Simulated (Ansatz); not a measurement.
**C₂H₄F₂OSi: a ladder of functionals and wavefunction methods**

The task here is to estimate one member of a computed series from the others.

The runs use Ansatz 0.2.0, Gaussian basis; functionals in def2-TZVPP, the program's frozen cores in correlated methods.

Plan: PBE-D4, r2SCAN-D4, PBE0-D4, B3LYP-D4, ωB97X-V, ωB97M-V, B2PLYP; CCSD(T)/def2-TZVPP; MP2/def2-QZVPP; extrapolation to the limit.

## Structure used throughout

All runs share one geometry, relaxed beforehand with PBE0-D4 in a triple-zeta def2 set.

SMILES `O=C([SiH3])C(F)F`, 10 atoms, charge 0, spin multiplicity 1.

Atoms are counted from 1 here; the program's logs count them from 0.

Bond lengths: O1–C2 1.203 Å, C2–Si3 1.940 Å, C2–C4 1.532 Å, Si3–H7 1.483 Å, Si3–H8 1.482 Å, Si3–H9 1.481 Å, C4–F5 1.354 Å, C4–F6 1.353 Å, C4–H10 1.094 Å. Angles: O1–C2–Si3 120.9°, O1–C2–C4 119.5°, Si3–C2–C4 119.6°, C2–Si3–H7 106.2°, C2–Si3–H8 106.2°, C2–Si3–H9 111.8°, H7–Si3–H8 110.5°, H7–Si3–H9 110.8°, H8–Si3–H9 111.2°, C2–C4–F5 108.4°, C2–C4–F6 108.4°, C2–C4–H10 112.7°, F5–C4–F6 107.9°, F5–C4–H10 109.7°, F6–C4–H10 109.7°.

The first run:

The input, in.yaml:

```yaml
crystal:
  periodic: [false, false, false]
  atoms:
    - {symbol: O, position_ang: [1.690006, -0.100573, -0.970589]}
    - {symbol: C, position_ang: [0.627013, 0.038992, -0.424382]}
    - {symbol: Si, position_ang: [0.080410, -1.147236, 1.010052]}
    - {symbol: C, position_ang: [-0.310889, 1.162581, -0.875908]}
    - {symbol: F, position_ang: [-1.501011, 0.614663, -1.217449]}
    - {symbol: F, position_ang: [-0.521154, 1.990894, 0.173671]}
    - {symbol: H, position_ang: [-0.065399, -2.491401, 0.401872]}
    - {symbol: H, position_ang: [1.186697, -1.141182, 1.995551]}
    - {symbol: H, position_ang: [-1.191613, -0.709226, 1.630022]}
    - {symbol: H, position_ang: [0.089041, 1.731487, -1.719941]}
basis:
  gaussian: {orbitals: def2-TZVPP}
hamiltonian: {xc: pbe, dispersion: d4}
output: {forces: true, orbitals: {seedname: orbitals}}
```

On the command line:

```console
> ansatz run in.yaml --threads 4 --pin off --events-out ev --progress --plain --max-ram 10444MiB
```

Steps of the session up to this table: PBE-D4 (GGA); r2SCAN-D4 (meta-GGA); PBE0-D4 (hybrid); B3LYP-D4 (hybrid); ωB97X-V (range-separated); ωB97M-V (range-separated); B2PLYP (double hybrid); CCSD(T) in def2-TZVPP; MP2 in def2-QZVPP.

One of the session's tables, all rows but one given; the rest of the session is left out.

| method | atomisation energy (kJ/mol) |
| --- | --- |
| PBE-D4 | 3887.7 |
| r2SCAN-D4 | 3781.4 |
| PBE0-D4 | 3764.8 |
| B3LYP-D4 | 3755.2 |
| ωB97X-V | 3786.5 |
| ωB97M-V | 3778.5 |
| B2PLYP | 3721.7 |
| HF/def2-TZVPP | 2620.7 |
| MP2/def2-TZVPP | 3763.5 |
| CCSD/def2-TZVPP | 3583.4 |
| CCSD(T)/def2-TZVPP | 3656.8 |
| MP2/CBS | ? |
| CCSD(T)/CBS | 3763.4 |

Estimate the missing values for MP2/CBS.

**Answer.** atomisation energy (kJ/mol): 3870.1. In the column «atomisation energy (kJ/mol)» it lies between ωB97X-V (3786.5) and PBE-D4 (3887.7).
